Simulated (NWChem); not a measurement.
# CH4BGaO2 (SMILES [OH][Ga]1[BH]O[CH2]1) at 3 levels

We compute a comparison of 3 runs (HF/STO-3G, HF/3-21G, B3LYP/6-31G*) of CH4BGaO2. 

The results are computed with NWChem 7.3.0.

## Step 1: The structure to begin with

The species is CH4BGaO2 (9 atoms), meant as a singlet with charge 0. SMILES: `[OH][Ga]1[BH]O[CH2]1`. The shape is that of a PBE0-D4/def2-TZVP optimisation. This is one conformer, not always the lowest.

Bond lengths: O1–Ga2 1.783 Å, Ga2–B3 2.109 Å, B3–O4 1.344 Å, Ga2–C5 2.048 Å, O4–C5 1.464 Å, O1–H6 0.960 Å, B3–H7 1.194 Å, C5–H8 1.092 Å, C5–H9 1.092 Å. Some angles: O1–Ga2–B3 155.6°, O1–Ga2–C5 135.3°, B3–Ga2–C5 69.1°, Ga2–B3–O4 88.8°, B3–O4–C5 114.1°, Ga2–C5–O4 88.1°, Ga2–O1–H6 114.5°, Ga2–B3–H7 149.7°, O4–B3–H7 121.5°, Ga2–C5–H8 120.2°.

## Step 2: Energy and gradient at HF/STO-3G (run 1)

Input file test.xyz:

```xyz
9

O     -0.140900     2.668400    -0.180000
Ga     0.206000     0.920500    -0.222600
B      1.299500    -0.808200    -0.735000
O      0.383300    -1.546100    -0.084800
C     -0.698300    -0.762500     0.515200
H     -0.939100     2.905000     0.298100
H      2.237800    -1.312200    -1.273600
H     -0.704200    -0.956900     1.589800
H     -1.644100    -1.108100     0.092800
```

Input file run.py:

```python
from ase.io import read
from ase.calculators.nwchem import NWChem

atoms = read('test.xyz')

calc = NWChem(
    label='test',
    theory='scf',
    memory='2200 mb',
    basis='STO-3G',
    basispar='spherical bse',
    scf={'nopen': '0', 'rhf': None, 'thresh': '1e-08', 'maxiter': '80'},
)
atoms.calc = calc

forces = atoms.get_forces()
e = atoms.get_potential_energy()
print(f"E = {e:.6f} eV")
print("forces (eV/A):")
for s, f in zip(atoms.symbols, forces):
    print(f"{s:2s} {f[0]:10.5f} {f[1]:10.5f} {f[2]:10.5f}")
print("dipole (e A):", atoms.get_dipole_moment().round(4))
```

The run is started by

```
$ export ASE_NWCHEM_COMMAND="nwchem PREFIX.nwi > PREFIX.nwo"
$ python run.py
```

The program printed:

```text
E = -57489.111824 eV
forces (eV/A):
O     2.41108   -5.58618   -0.95491
Ga   -0.47848    3.21085   -0.02011
B    -1.73879    1.26617    0.96386
O     0.53212   -1.31533   -0.20163
C     1.68767    1.64258   -1.22143
H    -1.40824    0.13426    0.87155
H    -0.85150    0.56209    0.47848
H    -0.10356    0.03867   -0.00237
H    -0.05034    0.04685    0.08654
dipole (e A): [-0.3202  0.1962  0.1813]
```

The calculator wrote test.nwi:

```
title "test"

permanent_dir test

scratch_dir test

start test

geometry units angstrom nocenter noautosym noautoz
  O  -1.4090000000000000e-01 2.6684000000000001e+00 -1.7999999999999999e-01
  Ga 2.0599999999999999e-01 9.2049999999999998e-01 -2.2259999999999999e-01
  B  1.2995000000000001e+00 -8.0820000000000003e-01 -7.3499999999999999e-01
  O  3.8329999999999997e-01 -1.5461000000000000e+00 -8.4800000000000000e-02
  C  -6.9830000000000003e-01 -7.6249999999999996e-01 5.1519999999999999e-01
  H  -9.3910000000000005e-01 2.9049999999999998e+00 2.9809999999999998e-01
  H  2.2378000000000000e+00 -1.3122000000000000e+00 -1.2736000000000001e+00
  H  -7.0420000000000005e-01 -9.5689999999999997e-01 1.5898000000000001e+00
  H  -1.6440999999999999e+00 -1.1081000000000001e+00 9.2799999999999994e-02
end

memory 2200 mb

basis spherical bse noprint
   * library STO-3G
end

scf
  nopen 0
  rhf
  thresh 1e-08
  maxiter 80
end

task scf gradient
```

test.nwo:

```text
Northwest Computational Chemistry Package (NWChem) 7.3.0
             --------------------------------------------------------

           Job information
           ---------------

    nwchem branch   = 7.3.0
    use scalapack   = T
    input           = test.nwi
    prefix          = test.
    data base       = test/test.db
    status          = startup
    nproc           =        1

           Memory information
           ------------------

    heap     =     72089598 doubles =      550.0 Mbytes
    stack    =     72089595 doubles =      550.0 Mbytes
    global   =    144179200 doubles =     1100.0 Mbytes (distinct from heap & stack)
    total    =    288358393 doubles =     2200.0 Mbytes
    verify   = yes
    hardfail = no

[... 140 lines left out ...]
 Convergence threshold     :          1.000E-08
[... 13 lines left out ...]
       Final RHF  results
[... 3 lines left out ...]
      One-electron energy =  -3609.558798945675
[... 1 line left out ...]
 Nuclear repulsion energy =    325.380616975122
[... 49 lines left out ...]
                       ROHF Final Molecular Orbital Analysis
[... 270 lines left out ...]
                         RHF ENERGY GRADIENTS

    atom               coordinates                        gradient
                 x          y          z           x          y          z
   1 O      -0.266262   5.042545  -0.340151   -0.046888   0.108634   0.018570
   2 Ga      0.389284   1.739493  -0.420653    0.009305  -0.062441   0.000391
   3 B       2.455699  -1.527277  -1.388949    0.033814  -0.024623  -0.018744
[... 5 lines of this table left out ...]
   9 H      -3.106898  -2.094005   0.175367    0.000979  -0.000911  -0.001683

                 ----------------------------------------
                 |  Time  |  1-e(secs)   |  2-e(secs)   |
                 ----------------------------------------
                 |  CPU   |       0.00   |       1.16   |
                 ----------------------------------------
                 |  WALL  |       0.00   |       1.16   |
                 ----------------------------------------

 Task  times  cpu:        6.7s     wall:        6.7s
 Total times  cpu:        6.7s     wall:        6.7s
```

Run time: 7.8 s. Hardware: 1 thread of Intel Xeon 6975P-C (Granite Rapids), shared host; peak memory 0.099 GiB.

## Step 3: Energy and forces at HF/3-21G (run 2)

Input file ch4bgao2.nw:

```
start ch4bgao2
title "CH4BGaO2 gradient"
memory 2200 mb

geometry units angstroms noautosym nocenter noautoz
O    -0.140900    2.668400   -0.180000
Ga    0.206000    0.920500   -0.222600
B     1.299500   -0.808200   -0.735000
O     0.383300   -1.546100   -0.084800
C    -0.698300   -0.762500    0.515200
H    -0.939100    2.905000    0.298100
H     2.237800   -1.312200   -1.273600
H    -0.704200   -0.956900    1.589800
H    -1.644100   -1.108100    0.092800
end

basis spherical bse
* library 3-21G
end

scf
thresh 1e-08
maxiter 80
print medium
end

task scf gradient
```

The run is started by

```
$ nwchem ch4bgao2.nw > ch4bgao2.out
```

The program printed:

```text
[...]
  functions       =    66
[...]
  wavefunction    = RHF
[...]
         Total SCF energy =  -2127.286409697896
      One-electron energy =  -3615.295117595492
      Two-electron energy =   1162.628090922474
 Nuclear repulsion energy =    325.380616975122
        Time for solution =      4.0s
[...]
                         RHF ENERGY GRADIENTS
    atom               coordinates                        gradient
                 x          y          z           x          y          z
   1 O      -0.266262   5.042545  -0.340151   -0.002602   0.033485  -0.001728
   2 Ga      0.389284   1.739493  -0.420653    0.001906  -0.025350   0.001357
   3 B       2.455699  -1.527277  -1.388949   -0.030347  -0.001049   0.019170
   4 O       0.724332  -2.921705  -0.160249    0.002939   0.021275  -0.003999
   5 C      -1.319596  -1.440916   0.973587    0.024056  -0.009368  -0.014217
   6 H      -1.774642   5.489654   0.563327    0.004921  -0.011564  -0.001932
   7 H       4.228829  -2.479698  -2.406755    0.004171  -0.003662  -0.002252
   8 H      -1.330745  -1.808279   3.004286    0.000850  -0.001344   0.007201
   9 H      -3.106898  -2.094005   0.175367   -0.005893  -0.002423  -0.003600
[...]
```

It took 6.3 s on 1 thread of Intel Xeon 6975P-C (Granite Rapids), shared host; peak memory 0.097 GiB.

## Step 4: Energy and forces at B3LYP/6-31G(d) (Cartesian functions) (run 3)

Input file ch4bgao2.nw:

```
echo
START ch4bgao2
memory total 2200 mb
charge 0

GEOMETRY units angstroms noautosym nocenter noautoz
  O     -0.140900     2.668400    -0.180000
  Ga     0.206000     0.920500    -0.222600
  B      1.299500    -0.808200    -0.735000
  O      0.383300    -1.546100    -0.084800
  C     -0.698300    -0.762500     0.515200
  H     -0.939100     2.905000     0.298100
  H      2.237800    -1.312200    -1.273600
  H     -0.704200    -0.956900     1.589800
  H     -1.644100    -1.108100     0.092800
END

BASIS
  * library 6-31G*
END

DFT
  xc b3lyp
  mult 1
  grid fine
  convergence energy 1e-08
  iterations 100
  mulliken
  print medium
END

TASK dft gradient
```

The run is started by

```
$ nwchem ch4bgao2.nw > ch4bgao2.out
```

The program printed:

```text
[...]
          Wavefunction type:  closed shell.
          No. of atoms     :     9
          No. of electrons :    62
[...]
          Charge           :     0
          Spin multiplicity:     1
[...]
          AO basis - number of functions:   103
[...]
              XC Information
              --------------
                         B3LYP Method XC Potential
                     Hartree-Fock (Exact) Exchange  0.200
                        Slater Exchange Functional  0.800 local
                    Becke 1988 Exchange Functional  0.720 non-local
              Lee-Yang-Parr Correlation Functional  0.810
                  VWN I RPA Correlation Functional  0.190 local
[...]
 d= 0,ls=0.0,diis     1  -2140.3211328669 -2.47D+03  1.77D-02  1.54D+00     2.8
[...]
 d= 0,ls=0.0,diis    11  -2140.4467543725 -7.70D-09  4.39D-07  1.42D-09    23.3
         Total DFT energy =    -2140.446754372522
      One electron energy =    -3625.868391983548
           Coulomb energy =     1263.310699470938
    Exchange-Corr. energy =     -103.269678835034
 Nuclear repulsion energy =      325.380616975122
[...]
  wavefunction    = closed shell
                         DFT ENERGY GRADIENTS
    atom               coordinates                        gradient
                 x          y          z           x          y          z
   1 O      -0.266262   5.042545  -0.340151   -0.006969  -0.006218   0.005005
   2 Ga      0.389284   1.739493  -0.420653   -0.002005   0.000254   0.001234
   3 B       2.455699  -1.527277  -1.388949   -0.004709   0.001095   0.002853
   4 O       0.724332  -2.921705  -0.160249   -0.002740   0.004899   0.001228
   5 C      -1.319596  -1.440916   0.973587    0.006737   0.000172  -0.004305
   6 H      -1.774642   5.489654   0.563327    0.008045  -0.001274  -0.004926
   7 H       4.228829  -2.479698  -2.406755    0.000392  -0.000004  -0.000249
   8 H      -1.330745  -1.808279   3.004286   -0.000108   0.000417  -0.001559
   9 H      -3.106898  -2.094005   0.175367    0.001358   0.000659   0.000718
[...]
```

Wall time 35 s (1 thread of Intel Xeon 6975P-C (Granite Rapids), shared host); peak memory 0.12 GiB.

## Step 5: The series

| run | level | Cartesian functions | iteration cap | energy (Eh) | dipole moment (D) | HOMO energy (eV) | LUMO energy (eV) | wall time |
| --- | --- | --- | --- | --- | --- | --- | --- | --- |
| 1 | HF/STO-3G | no | 80 | -2112.685909 | 2.00 | -6.97 | 4.75 | 7.8 s |
| 2 | HF/3-21G | no | 80 | -2127.286410 | 2.70 | -9.44 | 1.36 | 6.3 s |
| 3 | B3LYP/6-31G* (Cartesian functions) | yes | 100 | -2140.446754 | 2.08 | -6.54 | -1.79 | 35 s |

## Step 6: What came out

| quantity | value |
| --- | --- |
| run 3: total energy | -2140.44675 Eh |
| run 3: dipole moment | 2.08 D |
| run 3: HOMO energy | -6.54 eV |
| run 3: LUMO energy | -1.79 eV |
| run 3: HOMO–LUMO gap | 4.74 eV |
| run 3: largest force on an atom | 0.545 eV/Å |

The dipole moment (its size) runs from 2.00 D (HF/STO-3G) to 2.70 D (HF/3-21G). The HOMO–LUMO gap runs from 4.74 eV (B3LYP/6-31G*) to 11.72 eV (HF/STO-3G). The two ends differ in method and basis. In run 1 the basis is minimal, so the values are rough. All runs together took 49 s, the longest 35 s.
